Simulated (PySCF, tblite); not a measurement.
**C₅H₁₀Si: geometry, infrared bands and NMR shifts**

Aim: predict the infrared bands and NMR shifts of C₅H₁₀Si (`C[SiH]1CC=CC1`).

The runs use tblite 0.8.0 and PySCF 2.14.0, with density-fitted response routines of our own; the level of theory stands in each step. All values are computed, except where a source is named. Atoms count from 0, in the outputs and in this text.

### 1 The starting structure

16 atoms, charge 0, multiplicity 1; geometry from: force field or distance geometry start.

Bonds of the start (Å): C0–Si1 1.86, Si1–C2 1.92, C2–C3 1.52, C3–C4 1.34, C4–C5 1.51, C5–Si1 1.92, C0–H6 1.09, C0–H7 1.09, C0–H8 1.09, Si1–H9 1.47, C2–H10 1.08, C2–H11 1.10, C3–H12 1.10, C4–H13 1.08, C5–H14 1.09, C5–H15 1.11.

### 2 Geometry optimisation with GFN2-xTB

Job settings and geometry (Å):

```
{"job": {"kind": "relax", "xc": "GFN2-xTB", "basis": "xTB"}, "charge": 0, "multiplicity": 1}
C      2.165200     0.143300     0.616300
Si     0.762500     0.006400    -0.600700
C     -0.422600    -1.438700    -0.156900
C     -1.744400    -0.745400     0.141600
C     -1.811900     0.586300     0.074700
C     -0.576600     1.353600    -0.335200
H      1.786100     0.194200     1.642000
H      2.839200    -0.706300     0.548800
H      2.749700     1.047600     0.436800
H      1.215100    -0.064100    -2.002500
H     -0.072800    -1.992800     0.707500
H     -0.542600    -2.113500    -1.012100
H     -2.610800    -1.348600     0.440700
H     -2.725500     1.125400     0.275100
H     -0.743400     1.914200    -1.259800
H     -0.274900     2.047100     0.472200
```

On the command line:

```bash
OMP_NUM_THREADS=1 python probes_run.py task.json out
```

This one command runs all jobs of the session in turn.

**Question.** This job is followed by: GFN2-xTB harmonic vibrations, gas phase; GIAO PBE0/pcSseg-1 NMR shielding, non-relativistic, gas phase. What will the session give for the following? strongest single infrared mode (GFN2-xTB); zero-point energy (GFN2-xTB); ¹³C shifts against TMS (PBE0/pcSseg-1, means over atoms taken as alike); ¹H shifts against TMS (PBE0/pcSseg-1, means over atoms taken as alike); ²⁹Si shifts against TMS (PBE0/pcSseg-1).

**Answer**, as computed:

```
                                                               quantity                             value
                              strongest single infrared mode (GFN2-xTB)             2191 cm⁻¹, 377 km/mol
                                           zero-point energy (GFN2-xTB)                     82.5 kcal/mol
¹³C shifts against TMS (PBE0/pcSseg-1, means over atoms taken as alike)             138.3, 20.2, -3.5 ppm
 ¹H shifts against TMS (PBE0/pcSseg-1, means over atoms taken as alike)  6.08, 4.67, 1.77, 1.49, 0.20 ppm
                                ²⁹Si shifts against TMS (PBE0/pcSseg-1)                          -7.6 ppm
```

The optimisation took 29 steps and gained 0.081 eV; among the close pairs (by a distance rule), C0–Si1 changed most, from 1.862 to 1.899 Å. All 42 modes are real, so the xTB geometry is a minimum. The strongest single mode, at 2191 cm⁻¹, moves mainly H9. Unscaled tight-binding wavenumbers are off by several per cent, some by more. Its intensities can rank the bands wrongly. C3, C4 (mean) (alkene CH) lies farthest downfield among carbon, at 138.3 ppm; an sp2 carbon of a C=C bond. The most deshielded hydrogen is H12, H13 (mean) (hydrogen on an alkene CH), at 6.08 ppm: attached to an sp2 carbon and in the plane of the double bond. At PBE0/pcSseg-1: The widest tensor belongs to C3, C4: span 201 ppm, with a paramagnetic part of -207 ppm.
